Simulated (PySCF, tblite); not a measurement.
**C₅H₁₀O₄Si: geometry, infrared bands and NMR shifts**

Aim: predict the infrared bands and NMR shifts of C₅H₁₀O₄Si (`CC(=O)O[SiH]1OCCCO1`).

Computed with tblite 0.8.0 and PySCF 2.14.0, with density-fitted response routines of our own, on a single molecule in the gas phase. Atoms count from 0, in the outputs and in this text.

## Step 1: The molecule as given

20 atoms, charge 0, multiplicity 1; geometry from: force field or distance geometry start.

Bonds of the start (Å): C0–C1 1.52, C1–O2 1.22, C1–O3 1.35, O3–Si4 1.64, Si4–O5 1.66, O5–C6 1.42, C6–C7 1.52, C7–C8 1.53, C8–O9 1.42, O9–Si4 1.67, C0–H10 1.09, C0–H11 1.09, C0–H12 1.10, Si4–H13 1.48, C6–H14 1.10, C6–H15 1.11, C7–H16 1.10, C7–H17 1.10, C8–H18 1.10, C8–H19 1.09.

## Step 2: Relaxing the molecule with GFN2-xTB

Job settings and geometry (Å):

```
{"job": {"kind": "relax", "xc": "GFN2-xTB", "basis": "xTB"}, "charge": 0, "multiplicity": 1}
C      3.954600    -0.559300     0.423800
C      2.740500     0.336600     0.271500
O      2.770300     1.529100     0.518800
O      1.687600    -0.387400    -0.153500
Si     0.187600     0.245500    -0.362400
O     -0.662500     0.309300     1.059400
C     -2.073200     0.436600     0.969000
C     -2.693700    -0.640700     0.091100
C     -2.126000    -0.568200    -1.330100
O     -0.720900    -0.739600    -1.359300
H      4.207800    -0.983400    -0.548300
H      4.788100     0.029800     0.792000
H      3.732100    -1.347200     1.158300
H      0.237000     1.589100    -0.990700
H     -2.340900     1.447600     0.620300
H     -2.476300     0.341800     2.001100
H     -3.787500    -0.528900     0.067900
H     -2.465000    -1.636000     0.507800
H     -2.399500     0.388700    -1.805500
H     -2.565400    -1.361100    -1.934300
```

Launch:

```
OMP_NUM_THREADS=1 python probes_run.py task.json out
```

This one command runs all jobs of the session in turn.

**Question.** This job is followed by: GFN2-xTB harmonic vibrations, gas phase; GIAO PBE0/pcSseg-1 NMR shielding, non-relativistic, gas phase. What will the session give for the following? strongest single infrared mode (GFN2-xTB); zero-point energy (GFN2-xTB); ¹³C shifts against TMS (PBE0/pcSseg-1, means over atoms taken as alike); ¹H shifts against TMS (PBE0/pcSseg-1, means over atoms taken as alike); ¹⁷O shifts against H2O (PBE0/pcSseg-1, means over atoms taken as alike); ²⁹Si shifts against TMS (PBE0/pcSseg-1).

As calculated:

```
                                                               quantity                                   value
                              strongest single infrared mode (GFN2-xTB)                   1147 cm⁻¹, 599 km/mol
                                           zero-point energy (GFN2-xTB)                           95.4 kcal/mol
¹³C shifts against TMS (PBE0/pcSseg-1, means over atoms taken as alike)             174.9, 67.1, 35.7, 24.6 ppm
 ¹H shifts against TMS (PBE0/pcSseg-1, means over atoms taken as alike)  5.14, 4.40, 4.25, 2.28, 2.05, 1.27 ppm
¹⁷O shifts against H2O (PBE0/pcSseg-1, means over atoms taken as alike)                  474.1, 223.6, 54.7 ppm
                                ²⁹Si shifts against TMS (PBE0/pcSseg-1)                               -58.1 ppm
```

In words: Over 99 steps the energy fell by 0.260 eV; of the close pairs, Si4–O9 changed most, 1.670 to 1.625 Å. No mode is imaginary among the 54: a minimum at this level. The strongest single mode, at 1147 cm⁻¹, is spread over several atoms, O9, C8, O5, C6 among them. GFN2-xTB is a fitted tight-binding method: band positions and strengths are rough. Its intensities can rank the bands wrongly. At PBE0/pcSseg-1: The widest tensor belongs to O2: span 655 ppm, with a paramagnetic part of -541 ppm.
